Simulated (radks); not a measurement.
**Nuclear size and the levels of Dy⁺**

Aim: how the total energy, the levels and the density at the nucleus of Dy⁺ respond when the nuclear radius is scaled.

The numbers are computed with radks (a radial shooting solver on a logarithmic mesh, Libxc functionals) version 1 (Dirac Kohn-Sham, PBE, spin-unpolarised, spherical densities, finite nucleus; open shells are shared between the two j in proportion to 2j + 1), except any that are marked as measured or tabulated.

## 1. Starting point

- element: dysprosium (Z = 66)
- charge: +1
- electrons: 65
- configuration: [Xe] 4f10 6s1
- nuclear rms radius: 5.2218 fm

The outer shells:

Dy⁺
```
[Xe] core
4f [↑↓][↑↓][↑↓][↑ ][↑ ][↑ ][↑ ]
6s [↑ ]
```

## 2. rms radius 5.2218 fm

The run's settings:

```text
Z 66
configuration [Xe] 4f10 6s1 5d0 6p0
relativity Dirac
functional pbe,pbe
spin unpolarised
j_filling average
nucleus finite rms 5.2218 fm
c 137.035999084
```

## 3. rms radius 4.4229 fm

Settings, as their differences from step 2:

```diff
@@ -6,3 +6,3 @@
 j_filling average
-nucleus finite rms 5.2218 fm
+nucleus finite rms 4.4229 fm
 c 137.035999084
```

## 4. rms radius 4.9085 fm

Settings, as their differences from step 3:

```diff
@@ -6,3 +6,3 @@
 j_filling average
-nucleus finite rms 4.4229 fm
+nucleus finite rms 4.9085 fm
 c 137.035999084
```

## 5. rms radius 5.5038 fm

Settings, as their differences from step 4:

```diff
@@ -6,3 +6,3 @@
 j_filling average
-nucleus finite rms 4.9085 fm
+nucleus finite rms 5.5038 fm
 c 137.035999084
```

## 6. rms radius 6.073 fm

Settings, as their differences from step 5:

```diff
@@ -6,3 +6,3 @@
 j_filling average
-nucleus finite rms 5.5038 fm
+nucleus finite rms 6.073 fm
 c 137.035999084
```

Before running it: what results should come out? Wanted: for each run, rms radius; total energy shift; density at nucleus; 1s1/2 shift; 2s1/2 shift; 5p1/2 shift; 6s1/2 shift; 6p1/2 shift.

As calculated:

```tsv
rms radius (fm)	total energy shift (eV)	density at nucleus (e/bohr³)	1s1/2 shift (meV)	2s1/2 shift (meV)	5p1/2 shift (meV)	6s1/2 shift (meV)	6p1/2 shift (meV)
4.4229	-7.44	7.744e+05	-3055	-401	0.212	-0.260	0.0748
4.9085	-3.02	7.528e+05	-1242	-163	0.0861	-0.106	0.0304
5.2218	0	7.403e+05	0	0	0	0	0
5.5038	2.84	7.298e+05	1166	153	-0.0807	0.0993	-0.0285
6.073	8.89	7.105e+05	3654	479	-0.253	0.311	-0.0894
```

In words: Shifts are against the first run. Over the range the 1s1/2 level moves by 6.71 eV and the 6p1/2 level by -0.164 meV. A larger nucleus binds the 1s electrons less and lowers the density at its centre. These are shifts of eigenvalues, not the field shifts of spectral lines.
